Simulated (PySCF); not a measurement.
**Mo(CMe)Cl3: geometry, NMR shifts and electronic excitations**

Aim: predict the NMR shifts and electronic excitations of Mo(CMe)Cl3 (`C[C]#[Mo]([Cl])([Cl])[Cl]`).

Computed with PySCF 2.14.0, with density-fitted response routines of our own, on a single molecule in the gas phase. Atoms count from 0, in the outputs and in this text.

## Step 1: The starting structure

9 atoms, charge 0, multiplicity 1; geometry from: GFN2-xTB. The atoms were then displaced at random by about 0.03 Å, so the start is not that level's minimum.

Bonds of the start (Å): Mo0–C1 1.82, Mo0–Cl6 2.18, Mo0–Cl7 2.30, Mo0–Cl8 2.15, C1–C2 1.42, C2–H3 1.19, C2–H4 1.04, C2–H5 1.10.

## Step 2: Optimising the geometry at PBE0-D3(BJ)/def2-SVP

Job settings and geometry (Å):

```
{"job": {"xc": "PBE0", "basis": "def2-SVP", "d3": "d3bj", "grid": 1, "maxiter": 40, "shake": 0.03, "kind": "geom"}, "charge": 0, "multiplicity": 1}
Mo     0.068250    -0.069370    -1.557180
C     -0.017150    -0.016310     0.255720
C     -0.066710    -0.014290     1.670500
H      0.620140     0.874120     2.070700
H     -1.038650    -0.008320     2.041090
H      0.474210    -0.888980     2.070300
Cl     2.150980     0.009620    -2.198850
Cl    -1.009070     1.851750    -2.216580
Cl    -1.049250    -1.807650    -2.161370
```

The run is started by

```console
$ OMP_NUM_THREADS=1 python probes_run.py task.json out
```

This one command runs all jobs of the session in turn.

Log:

```text
step   0  E = -1525.87465184  max force = 0.100602
step   1  E = -1525.89820507  max force = 0.057059
step   2  E = -1525.90088754  max force = 0.018413
step   3  E = -1525.90163030  max force = 0.004005
step   4  E = -1525.90166582  max force = 0.002419
step   5  E = -1525.90167162  max force = 0.002094
step   6  E = -1525.90168674  max force = 0.000459
step   7  E = -1525.90168461  max force = 0.000285
step   8  E = -1525.90169063  max force = 0.000504
step   9  E = -1525.90169514  max force = 0.000456
step  10  E = -1525.90170120  max force = 0.000396
optimisation converged
```

Wall time 1.7 min (1 thread of Arm Neoverse V1, shared host); peak memory 0.54 GiB.

The steps of the relaxation:

```
step  energy from step 0 (eV)  largest force component (eV/Å)
   0                   0.0000                          5.1732
   1                  -0.6409                          2.9341
   2                  -0.7139                          0.9468
   3                  -0.7341                          0.2059
   4                  -0.7351                          0.1244
   5                  -0.7352                          0.1077
   6                  -0.7357                          0.0236
   7                  -0.7356                          0.0147
   8                  -0.7358                          0.0259
   9                  -0.7359                          0.0234
  10                  -0.7361                          0.0204
```

Close pairs (by a distance rule), those that changed most:

```
   bond  before (Å)  after (Å)  change (Å)
 Mo0–C1       1.816      1.705      -0.111
Mo0–Cl8       2.153      2.261      +0.108
  C2–H3       1.192      1.102      -0.090
Mo0–Cl6       2.181      2.265      +0.084
  C2–H4       1.040      1.102      +0.062
  C1–C2       1.416      1.459      +0.043
Mo0–Cl7       2.299      2.261      -0.038
  C2–H5       1.103      1.102      -0.002
```

The final coordinates are the input of the step that follows.

| at the end point | value |
| --- | --- |
| rotational constants (GHz, main isotopes) | 1.072, 1.058, 0.982 |
| dipole moment (D) | 2.77 |

## Step 3: Shielding tensors: PBE0/def2-TZVP+pcSseg-1

Job settings and geometry (Å):

```
{"job": {"kind": "nmr", "xc": "PBE0", "basis": {"default": "pcSseg-1", "Mo": "def2-TZVP"}}, "charge": 0, "multiplicity": 1}
Mo    -0.065386    -0.001739    -1.556360
C      0.065654    -0.008018     0.143533
C      0.115996    -0.012318     1.601580
H      0.673680     0.862741     1.972091
H     -0.906176     0.023949     2.012533
H      0.608538    -0.927125     1.968571
Cl     2.086815    -0.009467    -2.261055
Cl    -1.220088     1.902119    -1.948307
Cl    -1.226284    -1.899572    -1.958257
```

With the program's defaults for keys left out, this is: GIAO PBE0/pcSseg-1 Mo:def2-TZVP NMR shielding, scalar relativity only through core potentials, gas phase.

Log:

```text
coarse grid: 44896 points
cycle   1  E = -1526.2230681387  dE = -6.253e+00  |g| = 6.211e-01  |ddm| = 4.466e+00
cycle   2  E = -1525.9659101236  dE =  2.572e-01  |g| = 1.207e+00  |ddm| = 1.685e+00
cycle   3  E = -1526.2395037029  dE = -2.736e-01  |g| = 6.654e-01  |ddm| = 1.221e+00
cycle   4  E = -1526.3313905145  dE = -9.189e-02  |g| = 9.176e-02  |ddm| = 4.324e-01
cycle   5  E = -1526.3324392987  dE = -1.049e-03  |g| = 7.046e-02  |ddm| = 1.567e-01
cycle   6  E = -1526.3337080260  dE = -1.269e-03  |g| = 5.954e-03  |ddm| = 6.773e-02
cycle   7  E = -1526.3337147130  dE = -6.687e-06  |g| = 2.470e-03  |ddm| = 5.456e-03
final grid: 88176 points
cycle   8  E = -1526.3335325943  dE =  7.958e-06  |g| = 6.622e-03  |ddm| = 5.833e-03
cycle   9  E = -1526.3334102329  dE =  1.224e-04  |g| = 2.477e-02  |ddm| = 1.809e-02
cycle  10  E = -1526.3335410143  dE = -1.308e-04  |g| = 2.109e-03  |ddm| = 1.457e-02
cycle  11  E = -1526.3335421904  dE = -1.176e-06  |g| = 3.657e-04  |ddm| = 1.982e-03
cycle  12  E = -1526.3335422230  dE = -3.259e-08  |g| = 3.651e-05  |ddm| = 3.543e-04
cycle  13  E = -1526.3335422243  dE = -1.359e-09  |g| = 1.870e-05  |ddm| = 1.010e-04
cycle  14  E = -1526.3335422246  dE = -3.201e-10  |g| = 4.031e-06  |ddm| = 6.545e-05
converged SCF energy = -1526.3335422246

GIAO shielding tensors (ppm)
atom      isotropic    diamagn.    paramagn.     s11        s22        s33       span
  0 Mo         nan         nan         nan        nan        nan        nan        nan
  1 C     -183.639     265.264    -448.903   -333.386   -330.698    113.168    446.554
  2 C      142.425     254.177    -111.752    118.530    118.731    190.014     71.484
  3 H       28.327      29.032      -0.705     26.611     27.366     31.003      4.391
  4 H       28.206      29.191      -0.984     26.610     27.430     30.578      3.968
  5 H       28.324      29.014      -0.691     26.608     27.371     30.993      4.385
  6 Cl     436.409    1147.964    -711.555   -407.070    484.616   1231.681   1638.751
  7 Cl     435.844    1148.043    -712.198   -411.042    482.996   1235.578   1646.620
  8 Cl     435.040    1148.025    -712.985   -412.435    479.518   1238.038   1650.473
```

It took 25 s on 1 thread of Arm Neoverse V1, shared host; peak memory 1 GiB.

Shifts follow as δ = σ(reference) − σ, with reference shieldings (ppm) from runs at the same level and on the same kind of geometry: ¹H TMS 31.27, ¹³C TMS 184.4, ³⁵Cl HCl 943. The references are single molecules in the gas phase. Atoms listed in one row are averaged.

```csv
atoms,environment,σ (ppm),δ (ppm)
C1,"carbon bonded to C, Mo",-183.6,368.0
C2,"carbon bonded to C, 3 H",142.4,42.0
"H3, H4, H5",hydrogen on a carbon bonded to C,28.29,2.98
"Cl6, Cl7, Cl8",chlorine bonded to Mo,436,508
```

Atoms past Kr carry core potentials, so their printed shieldings have no meaning and are left out of the table.

Charges from the same density, by scheme (e):

```csv
atoms,Mulliken,ESP fit
Mo0,0.98,0.55
C1,-0.33,-0.14
C2,-0.30,-0.48
"Cl6, Cl7, Cl8",-0.28,-0.18
```

Mayer bond orders: Mo0–C1 2.34, Mo0–Cl6 1.03, Mo0–Cl7 1.04, Mo0–Cl8 1.04, C1–C2 1.19.

With diffuse functions Mulliken charges and Mayer bond orders lose their meaning; the other schemes are steadier.

The fields below are evaluated on a grid from the run's orbitals.

Frontier orbitals at PBE0/def2-TZVP+pcSseg-1, with the share of their density that lies nearest to each atom:

```csv
orbital,energy (eV),lies on
HOMO,-7.75,C1 31 %; Mo0 25 %; Cl6 24 %
LUMO,-3.26,"Mo0 63 %; Cl7, Cl8 about 12 % each; Cl6 8 %"
```

ELF in a plane through or near 5 of the atoms.

Ten even steps from '0' (0.00) to '9' (1.00):
```
0000000000000000000000000000
0000000000000000000000000000
0000000000000000234432210000
0000000000000002567776531000
0000000000000003788658874200
0000000000000002787446885300
0000000000000101378438875200
0000000232112453124776653100
0000002565445686334321110000
0000012523494446661771000000
0000013534485156662771000000
0000159999644686345420000000
0000279999711353000010000000
0000059999500011000110000000
0000001452000000000000000000
0000000000000000000000000000
0000000000000000000000000000
0000000000000000000000000000
0000000000000000000000000000
0000000000000000000000000000
```
The map spans 9.5 Å across and 9.5 Å up, centred on the molecule. Atoms in the plane (x, y in Å): Mo0 (1.6, 0.0), C1 (-0.1, 0.0), C2 (-1.6, 0.0), H4 (-2.0, -1.0), Cl6 (2.1, 2.2).

On the surface of density 0.002 e/bohr³ the electrostatic potential runs, from the 1st to the 99th percentile, from -0.40 V near Cl6 to 1.59 V near Mo0.

## Step 4: Excited states and response: PBE0/def2-SVPD

Same as in step 3 but for these lines:

```diff
@@ -1,2 +1,2 @@
-{"job": {"kind": "nmr", "xc": "PBE0", "basis": {"default": "pcSseg-1", "Mo": "def2-TZVP"}}, "charge": 0, "multiplicity": 1}
+{"job": {"kind": "uv", "xc": "PBE0", "basis": "def2-SVPD", "ip": false, "nstates": 10}, "charge": 0, "multiplicity": 1}
 Mo    -0.065386    -0.001739    -1.556360
```

With the program's defaults for keys left out, this is: TDDFT PBE0/def2-SVPD, vertical, gas phase, core orbitals frozen in the response.

Log:

```text
coarse grid: 44896 points
cycle   1  E = -1525.8238561908  dE = -7.446e+00  |g| = 5.310e-01  |ddm| = 5.491e+00
cycle   2  E = -1525.7737569900  dE =  5.010e-02  |g| = 7.042e-01  |ddm| = 1.847e+00
cycle   3  E = -1525.8378669799  dE = -6.411e-02  |g| = 5.762e-01  |ddm| = 1.319e+00
cycle   4  E = -1525.9075916491  dE = -6.972e-02  |g| = 1.286e-01  |ddm| = 6.163e-01
cycle   5  E = -1525.9109794230  dE = -3.388e-03  |g| = 4.886e-02  |ddm| = 1.931e-01
cycle   6  E = -1525.9116427494  dE = -6.633e-04  |g| = 3.164e-03  |ddm| = 6.446e-02
cycle   7  E = -1525.9116448471  dE = -2.098e-06  |g| = 1.435e-03  |ddm| = 6.797e-03
final grid: 88176 points
cycle   8  E = -1525.9114434734  dE =  7.556e-07  |g| = 2.410e-03  |ddm| = 6.196e-03
cycle   9  E = -1525.9114314577  dE =  1.202e-05  |g| = 7.679e-03  |ddm| = 1.030e-02
cycle  10  E = -1525.9114443459  dE = -1.289e-05  |g| = 1.442e-03  |ddm| = 8.225e-03
cycle  11  E = -1525.9114448592  dE = -5.133e-07  |g| = 2.169e-04  |ddm| = 1.641e-03
cycle  12  E = -1525.9114448723  dE = -1.313e-08  |g| = 2.562e-05  |ddm| = 2.981e-04
cycle  13  E = -1525.9114448730  dE = -6.648e-10  |g| = 1.028e-05  |ddm| = 1.052e-04
converged SCF energy = -1525.9114448730

Static polarisability (au): isotropic 109.654, principal 106.396 106.779 115.788

Singlet excitations
state   eV       nm        f      main configurations
  1   2.6120    474.7   0.00001   H-1->L 0.56, H->L+1 0.43
  2   2.7476    451.2   0.00489   H->L 0.66, H-1->L+1 0.30
  3   2.8800    430.5   0.00035   H->L+1 0.56, H-1->L 0.43
  4   2.8858    429.6   0.00043   H-1->L+1 0.68, H->L 0.32
  5   4.7779    259.5   0.00079   H-1->L+2 0.47, H-2->L 0.40
  6   4.8118    257.7   0.00084   H->L+2 0.57, H-2->L+1 0.39
  7   4.8546    255.4   0.00321   H->L+3 0.46, H-1->L+4 0.28, H-2->L 0.20
  8   4.9652    249.7   0.01664   H-2->L+1 0.41, H->L+2 0.35, H-5->L 0.09
  9   4.9824    248.8   0.02069   H-1->L+2 0.45, H-2->L 0.21, H-4->L 0.11
 10   5.0934    243.4   0.00009   H-3->L 0.91

Triplet excitations (Tamm-Dancoff, eV): 2.2766 2.3508 2.3737 2.3974
```

Wall time 32 s (1 thread of Arm Neoverse V1, shared host); peak memory 0.8 GiB.

Frontier orbitals and where they lie:

```
orbital     eV                         atoms
 HOMO−3  -9.87  Cl6 36 %, Cl7 26 %, Cl8 25 %
 HOMO−2  -9.39  Cl6 34 %, Cl8 33 %, Cl7 33 %
 HOMO−1  -7.76   Mo0 28 %, C1 26 %, Cl8 21 %
   HOMO  -7.75   Mo0 28 %, C1 26 %, Cl6 25 %
   LUMO  -3.27  Mo0 62 %, Cl8 13 %, Cl7 12 %
 LUMO+1  -3.23  Mo0 62 %, Cl6 14 %, Cl7 10 %
 LUMO+2  -1.31   Mo0 48 %, C1 12 %, Cl6 10 %
```

With each of the 10 states as a Gaussian band of 0.4 eV half-width at 1/e, the curve within the window shown has maxima at 449 nm (ε 230), 250 nm (ε 1,700) L/(mol cm). Beyond the last state computed it falls off for lack of states. The curve at chosen wavelengths:

(nm, ε (L/mol/cm)): (230, 536), (245, 1584), (261, 1299), (276, 453), (292, 79), (307, 10), (323, 1), (338, 2), (354, 8), (369, 26), (384, 61), (400, 115), (415, 167), (431, 210), (446, 227), (462, 218), (477, 192), (492, 158), (508, 120), (523, 88), (539, 61), (554, 42), (570, 27), (585, 18), (601, 11), (616, 7)

Leading natural transition orbitals of singlet state 9: the hole lies on C1 37 %; Mo0 29 %; Cl7, Cl8 about 13 % each; the particle on Mo0 47 %; C1 17 %; Cl6, Cl7, Cl8 about 8 % each.

Leading natural transition orbitals of singlet state 1: the hole lies on C1 37 %; Mo0 29 %; Cl7, Cl8 about 14 % each; the particle on Mo0 64 %; Cl7, Cl8 about 12 % each; Cl6 8 %.

Further results of this job:

| property | computed |
| --- | --- |
| dipole moment (D) | 3.05 |
| polarisability (Å³) | 16.25 |
| HOMO–LUMO gap (eV) | 4.48 |
| −ε(HOMO) (eV) | 7.75 |

## Step 5: NMR shieldings: B3LYP/def2-TZVP+pcSseg-1

Same as in step 4 but for these lines:

```diff
@@ -1,2 +1,2 @@
-{"job": {"kind": "uv", "xc": "PBE0", "basis": "def2-SVPD", "ip": false, "nstates": 10}, "charge": 0, "multiplicity": 1}
+{"job": {"kind": "nmr", "xc": "B3LYP", "basis": {"default": "pcSseg-1", "Mo": "def2-TZVP"}, "pop": false}, "charge": 0, "multiplicity": 1}
 Mo    -0.065386    -0.001739    -1.556360
```

Method: GIAO B3LYP/pcSseg-1 Mo:def2-TZVP NMR shielding, scalar relativity only through core potentials, gas phase.

Log:

```text
coarse grid: 44896 points
cycle   1  E = -1526.8573792282  dE = -6.212e+00  |g| = 6.459e-01  |ddm| = 4.445e+00
cycle   2  E = -1526.6276593056  dE =  2.297e-01  |g| = 1.163e+00  |ddm| = 1.814e+00
cycle   3  E = -1526.8289153970  dE = -2.013e-01  |g| = 8.299e-01  |ddm| = 1.324e+00
cycle   4  E = -1526.9715688443  dE = -1.427e-01  |g| = 1.026e-01  |ddm| = 4.892e-01
cycle   5  E = -1526.9726308874  dE = -1.062e-03  |g| = 8.636e-02  |ddm| = 1.756e-01
cycle   6  E = -1526.9745180287  dE = -1.887e-03  |g| = 5.824e-03  |ddm| = 7.790e-02
cycle   7  E = -1526.9745244415  dE = -6.413e-06  |g| = 2.152e-03  |ddm| = 5.922e-03
final grid: 88176 points
cycle   8  E = -1526.9743137365  dE =  4.961e-06  |g| = 5.265e-03  |ddm| = 4.913e-03
cycle   9  E = -1526.9742331559  dE =  8.058e-05  |g| = 2.003e-02  |ddm| = 1.477e-02
cycle  10  E = -1526.9743180646  dE = -8.491e-05  |g| = 2.707e-03  |ddm| = 1.209e-02
cycle  11  E = -1526.9743199259  dE = -1.861e-06  |g| = 4.452e-04  |ddm| = 2.350e-03
cycle  12  E = -1526.9743199732  dE = -4.735e-08  |g| = 3.384e-05  |ddm| = 4.375e-04
cycle  13  E = -1526.9743199736  dE = -3.795e-10  |g| = 1.048e-05  |ddm| = 4.220e-05
converged SCF energy = -1526.9743199736

GIAO shielding tensors (ppm)
atom      isotropic    diamagn.    paramagn.     s11        s22        s33       span
  0 Mo         nan         nan         nan        nan        nan        nan        nan
  1 C     -189.537     264.724    -454.261   -338.742   -336.055    106.186    444.928
  2 C      137.966     253.475    -115.509    114.359    114.560    184.978     70.619
  3 H       28.478      29.130      -0.652     26.856     27.623     30.955      4.099
  4 H       28.361      29.316      -0.955     26.855     27.679     30.548      3.693
  5 H       28.475      29.111      -0.636     26.853     27.627     30.946      4.093
  6 Cl     408.118    1148.476    -740.358   -446.184    458.814   1211.724   1657.908
  7 Cl     408.326    1148.562    -740.235   -448.912    458.317   1215.574   1664.486
  8 Cl     407.612    1148.545    -740.933   -450.096    454.849   1218.081   1668.177
```

Wall time 16 s (1 thread of Arm Neoverse V1, shared host); peak memory 1.1 GiB.

In short: δ C1 368.8, C2 41.3, Cl6 522, H3 2.94 ppm (means over like atoms).

## Step 6: Run by run: NMR shifts

Shifts (ppm), means over like atoms, with basis size and wall time:

| run | C1 | C2 | H3 | Cl6 | functions | time |
| --- | --- | --- | --- | --- | --- | --- |
| PBE0/def2-TZVP+pcSseg-1 | 368.0 | 42.0 | 2.98 | 508 | 161 | 25 s |
| B3LYP/def2-TZVP+pcSseg-1 | 368.8 | 41.3 | 2.94 | 522 | 161 | 16 s |

## Step 7: Summary of results

| quantity | value |
| --- | --- |
| rotational constants (main isotopes) | 1.07, 1.06, 0.98 GHz |
| ¹³C shifts against TMS (PBE0/def2-TZVP+pcSseg-1) | 368.0, 42.0 ppm |
| ¹H shifts against TMS (PBE0/def2-TZVP+pcSseg-1, means over atoms taken as alike) | 2.98 ppm |
| ³⁵Cl shifts against HCl (PBE0/def2-TZVP+pcSseg-1, means over atoms taken as alike) | 508 ppm |
| surface potential, 1st and 99th percentile | -0.40 V and 1.59 V |
| lowest singlet (PBE0/def2-SVPD) | 2.61 eV (475 nm), f = 0.000 |
| brightest single state of those computed | state 9, 4.98 eV, f = 0.021 |
| lowest triplet | 2.28 eV |
| range of the shift of Cl6 | 508 to 522 ppm |

**Reading.** The start was shaken at random, so part of the energy gained undoes that. Relaxing lowered the energy by 0.736 eV in 10 steps; the close pair that moved most is Mo0–C1, from 1.816 to 1.705 Å. No frequency check was run at this level, so the end point may be a saddle. At PBE0/def2-TZVP+pcSseg-1: Shielding is most anisotropic at Cl6, Cl7, Cl8 (span 1645 ppm, paramagnetic term -712 ppm). By nearest atom (PBE0/def2-TZVP+pcSseg-1), the HOMO sits on C1 31 %; Mo0 25 % and the LUMO on Mo0 63 %; Cl7, Cl8 about 12 % each. The lowest singlet, at 2.61 eV, is HOMO−1→LUMO 0.56, HOMO→LUMO+1 0.43 and is dark; of the 10 states computed, the strongest absorption comes from states 8 to 9 together at 4.98 eV. The lowest triplet lies 0.34 eV below the lowest singlet (triplets in Tamm-Dancoff, singlets in full TDDFT). Across the 2 runs the shift of Cl6 (with its like atoms) moves most, between 508 (PBE0/def2-TZVP+pcSseg-1) and 522 ppm (B3LYP/def2-TZVP+pcSseg-1). Spin-orbit coupling is left out, which matters for shieldings and couplings at and beside the heavy atoms.
